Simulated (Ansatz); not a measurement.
# InO: the cost of one run

Method: DFT PBEsol, scalar-relativistic, plane waves, PAW, in Ansatz 0.2.0.

**1. The starting structure**

It takes space group P-6m2 (No. 187, hexagonal). The conventional cell has a = 3.454 Å, b = 3.454 Å, c = 15.877 Å, α = 90.00°, β = 90.00°, γ = 120.00°. Around In (site symmetry 3m) lie 3 O at 2.15 Å. Around O (site symmetry 3m) lie 3 In at 2.15 Å.

Structure file:

```xyz
4
Lattice="3.4536 0.0000 0.0000 -1.7268 2.9909 0.0000 0.0000 0.0000 15.8771" Properties=species:S:1:pos:R:3 pbc="T T T"
In    1.7268    0.9970    9.3678
In    1.7268    0.9970    6.5093
O     0.0000    0.0000   10.1592
O     0.0000    0.0000    5.7179
```

It goes back to an entry of the Materials Project, which need not be the stable form.

No relaxation comes first: the listed cell is the starting point.

**2. The reference cell**

The reference gives a free energy of -12171.7924 eV, pressure -1.79 GPa, largest force 0.283 eV/Å and gap on the mesh 0.33 eV. It was computed beforehand with the settings of the runs below.

**3. Setting up an axial (c/a) deformation path**

At fixed volume and fractional coordinates, lengths along (0.000, 0.000, 1.000) are scaled against those across it; ρ is that ratio over its starting value.

**4. At ρ = 0.850**

Contents of input.yaml:

```yaml
crystal:
  lattice:
    - [3.6458667838, 0.0, 0.0]
    - [-1.8229333919, 3.1574132536, 0.0]
    - [0.0, 0.0, 14.2467935377]
  atoms:
    - { symbol: In, position: [0.6666666667, 0.3333333333, 0.590021] }
    - { symbol: In, position: [0.6666666667, 0.3333333333, 0.409979] }
    - { symbol: O, position: [0.0, 0.0, 0.639867] }
    - { symbol: O, position: [0.0, 0.0, 0.360133] }
basis:
  ecutwfc: 420
kpoints:
  mp_grid: { grid: [12, 12, 4] }
hamiltonian:
  xc: pbesol
scf:
  occupations: { method: gaussian, width: 0.03 }
output:
  forces: true
  stress: true
  eigenvalues: true
  write_density: true
  write_potential: true
  elf: true
  volumetric_format: npy
```

Started as:

```console
$ ansatz run input.yaml --threads 1 --pin off --max-ram 2560MiB --backend cpu --events-out ev --progress --plain --runs-dir out
```

**Question.** How long does this run take on 1 thread of Intel Xeon Platinum 8259CL at 2.50GHz (Skylake/Cascade Lake), shared host, and how much memory does it need?

About 29 s, with a peak of 0.5 GiB.
